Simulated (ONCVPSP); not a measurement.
**Silicon: generating and testing an ONCV potential**

Aim: build the potential from the settings below, then test how well it stands in for the atom: other configurations, scattering, ghost states and the plane-wave cutoff that it needs.

Program: ONCVPSP 4.0.1. Reference atom: PBEsol, scalar-relativistic, spherical and spin-unpolarised. All values are calculated.

## (1) Settings

The settings as typed:

```
element                 : silicon (Si, Z = 14)
type                    : optimised norm-conserving Vanderbilt (ONCV)
frozen core             : [Ne]
valence charge          : 4
reference configuration : 3s2 3p1 (charge +1)
partial waves           : 3s: rc 1.85 bohr, ncon 4, nbas 7, qcut 4.3 1/bohr, 2 projectors, debl 3.7 Ha; 3p: rc 2.20 bohr, ncon 4, nbas 9, qcut 3.8 1/bohr, 1 projector; d scattering state at 0.4 Ha: rc 2.40 bohr, ncon 4, nbas 8, qcut 4.6 1/bohr, 3 projectors, debl 3.8 Ha
local potential         : polynomial inside 1.70 bohr (lpopt 5, dvloc0 4 Ha)
core correction         : Teter function, fcfact 5, rcfact 1.3
```

An earlier all-electron run gives the scale for the radii.

All-electron outer shells of the reference configuration (PBEsol, scalar-relativistic, ld1.x):

```json
{"shell": "2s", "level (eV)": "-148.62", "outermost node (bohr)": "0.15", "outermost maximum (bohr)": "0.45"}
{"shell": "2p", "level (eV)": "-104.93", "outermost node (bohr)": "–", "outermost maximum (bohr)": "0.39"}
{"shell": "3s", "level (eV)": "-18.99", "outermost node (bohr)": "0.72", "outermost maximum (bohr)": "1.75"}
{"shell": "3p", "level (eV)": "-11.63", "outermost node (bohr)": "0.71", "outermost maximum (bohr)": "2.04"}
```

## (2) Generating the potential

File Si.dat:

```
# ATOM AND REFERENCE CONFIGURATION
# atsym  z   nc   nv     iexc    psfile
  Si 14.00    3    2  -116133      upf
#
#   n    l    f
    1    0    2.00
    2    0    2.00
    2    1    6.00
    3    0    2.00
    3    1    1.00
#
# PSEUDOPOTENTIAL AND OPTIMIZATION
# lmax
    2
#
#   l,   rc,      ep,       ncon, nbas, qcut
    0    1.85    0.00    4    7    4.30
    1    2.20    0.00    4    9    3.80
    2    2.40    0.40    4    8    4.60
#
# LOCAL POTENTIAL
# lloc, lpopt,  rc(5),   dvloc0
    4    5    1.70    4.00
#
# VANDERBILT-KLEINMAN-BYLANDER PROJECTORs
# l, nproj, debl
    0    2    3.70
    1    1    3.60
    2    3    3.80
#
# MODEL CORE CHARGE
# icmod, fcfact, rcfact
    3    5.00    1.30
#
# LOG DERIVATIVE ANALYSIS
# epsh1, epsh2, depsh
   -2.00    5.00    0.02
#
# OUTPUT GRID
# rlmax, drl
    6.00    0.01
#
# TEST CONFIGURATIONS
# ncnf
    4
# nvcnf
#   n    l    f
    2
    3    0    2.00
    3    1    2.00
#
    2
    3    0    2.00
    3    1    0.00
#
    2
    3    0    1.00
    3    1    0.00
#
    2
    3    0    0.00
    3    1    4.00
#
```

Launch:

```
$ oncvpsp.x < Si.dat > Si.out
```

Q: Predict the outcome of this session. Wanted: cutoffs for 1 and 0.1 mHa per electron, occupied waves; bound ghosts; GHOST(+) flags; largest test error; largest phase difference near zero energy, channels read; rms error of d²Exc/dn², without and with the model core; projector energies reset by the program.

The runs gave:

```
                                                quantity                      value
  cutoffs for 1 and 0.1 mHa per electron, occupied waves           7.9 Ha and 15 Ha
                                            bound ghosts                 none found
                                          GHOST(+) flags         none at low energy
                            largest test error (AE − PS)      -8.5 meV, for 3s1 3p0
largest phase difference near zero energy, channels read                  0.006 rad
 rms error of d²Exc/dn², without and with the model core          2.36 and 0.67 mHa
                 projector energies reset by the program  d: 0.050, 3.850, 7.650 Ha
```

By total energies transferability is good: the largest error is 8.5 meV on 49.9 eV, for 3s1 3p0. The potential is soft on the atom at that tolerance: the looser tolerance needs 7.9 Ha. At the looser tolerance the 3s wave is the slowest; 3p needs 3 Ha. The program's ghost test flags no bound state. Near zero energy the phases of the channels with partial waves agree within 0.006 rad.
